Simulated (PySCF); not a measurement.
# C3H3ClF2O: the cost of one run

Computed with PySCF 2.14.0. Level: levels as typed in each script, gas phase, geometry from GFN2-xTB.

### 1 The system as given

10 atoms, charge 0, spin multiplicity 1.

Bond lengths: F1–C2 1.352 Å, C2–Cl3 1.783 Å, C2–C4 1.518 Å, C2–H8 1.097 Å, C4–F5 1.359 Å, C4–C6 1.461 Å, C4–O7 1.362 Å, C6–O7 1.415 Å, C6–H9 1.082 Å, C6–H10 1.083 Å. Angles: F1–C2–Cl3 108.9°, F1–C2–C4 109.7°, F1–C2–H8 108.5°, Cl3–C2–C4 109.3°, Cl3–C2–H8 108.7°, C4–C2–H8 111.6°, C2–C4–F5 110.5°, C2–C4–C6 124.3°, C2–C4–O7 119.6°, F5–C4–C6 118.3°, F5–C4–O7 115.5°, C6–C4–O7 60.1°, C4–C6–O7 56.5°, C4–C6–H9 118.4°, C4–C6–H10 119.4°, O7–C6–H9 115.3°, O7–C6–H10 115.6°, H9–C6–H10 117.2° and more.

Geometry (Å):

```xyz
10
charge 0, multiplicity 1
F    -0.5531   -1.6780   -0.2792
C    -0.5380   -0.3560   -0.5603
Cl   -1.8617    0.4385    0.3307
C     0.7885    0.2442   -0.1310
F     0.8705    1.5436   -0.5198
C     1.5355   -0.1735    1.0525
O     1.9327   -0.4819   -0.2702
H    -0.7104   -0.2274   -1.6357
H     2.1490    0.5597    1.5597
H     1.1768   -1.0095    1.6394
```

### 2 Density, bond paths and surface potential (wB97X/def2-svpd)

The input, input.py:

```python
import numpy as np
from pyscf import gto, scf, dft
from pyscf.scf import atom_ks, atom_hf
from scipy.linalg import block_diag

def solve(mol, dm0=None, hcore=None):
    mf = (dft.UKS if mol.spin else dft.RKS)(mol, xc='wb97x')
    mf.grids.level = 3
    mf = mf.density_fit(auxbasis='def2-universal-jkfit')
    mf.conv_tol, mf.max_cycle = 1e-8, 80
    if hcore is not None:
        mf.get_hcore = lambda *args: hcore
    mf.kernel(dm0)
    if not mf.converged:
        mf = mf.newton().run(mf.mo_coeff, mf.mo_occ, max_cycle=30)
    assert mf.converged, 'SCF not converged'
    return mf

mol = gto.M(atom='''
F     -0.55309    -1.67795    -0.27915
C     -0.53802    -0.35604    -0.56034
Cl    -1.86170     0.43847     0.33073
C      0.78846     0.24419    -0.13102
F      0.87050     1.54358    -0.51984
C      1.53548    -0.17353     1.05253
O      1.93266    -0.48189    -0.27025
H     -0.71038    -0.22738    -1.63566
H      2.14899     0.55971     1.55975
H      1.17678    -1.00949     1.63939
''', basis='def2-svpd', charge=0, spin=0, verbose=4)
mf = solve(mol)
mf.analyze()
# spherically averaged free atoms, for the promolecule
atm = atom_ks.get_atm_nrks(mol, xc='wb97x')
pro = block_diag(*[(atm[a[0]][2] * atm[a[0]][3]) @ atm[a[0]][2].T for a in mol._atom])
np.savez('result.npz', e=mf.e_tot, c=mf.mo_coeff, occ=mf.mo_occ, eps=mf.mo_energy, pro=pro, dip=mf.dip_moment(verbose=0), s2=mf.spin_square()[0])
```

On the command line:

```
OMP_NUM_THREADS=1 python input.py
```

**Question.** How long does this run take on 1 thread of Intel Xeon Platinum 8124M at 3.00GHz (Skylake/Cascade Lake), shared host, and how much memory does it need?

About 23 s, with a peak of 0.74 GiB.
